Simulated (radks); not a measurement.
**Fractional charge and spin in the 4s shell of germanium**

The task here is to estimate one member of a computed series from the others.

Program: radks (a radial shooting solver on a logarithmic mesh, Libxc functionals) version 1. Level of theory: scalar-relativistic Kohn-Sham, PBE, spin-polarised, spherical densities, point nucleus. These are calculated values, not measurements, unless marked.

## Starting point

| Item | Value |
| --- | --- |
| element | germanium (Z = 32) |
| configuration | [Ar] 3d10 4p(up 1, down 1) 4s(up 1, down 1) |

A shell typed twice in an input gives spin up, then spin down.

The first run:

Settings of this run:

```text
Z 32
configuration [Ar] 3d10 4p1 4p1 4s1 4s1
relativity scalar-relativistic
functional pbe,pbe
spin polarised
nucleus point
c 137.035999084
```

Among the steps run: 4s: up 1, down 1.

One of the session's tables, all rows but one given; the rest of the session is left out.

It belongs to the step «4s: up 1, down 1». Radial moments (bohr):

| level | <r> | outermost maximum (interpolated) | 90 % within | nodes |
| --- | --- | --- | --- | --- |
| 1s | 0.04700 | 0.0307 | 0.0840 | 0 |
| 2s | 0.2100 | 0.176 | 0.325 | 1 |
| 2p | 0.1837 | 0.141 | 0.300 | 0 |
| 3s | ? | ? | ? | ? |
| 3p | 0.6470 | 0.543 | 0.995 | 1 |
| 3d | 0.7365 | 0.504 | 1.25 | 0 |
| 4s | 2.116 | 1.74 | 3.20 | 3 |
| 4p | 2.899 | 2.21 | 4.59 | 2 |

Estimate the missing values for 3s.

**Answer.** <r>: 0.6242; outermost maximum (interpolated): 0.542; 90 % within: 0.933; nodes: 2. In the column «<r>» it lies between 2s (0.2100) and 3p (0.6470).
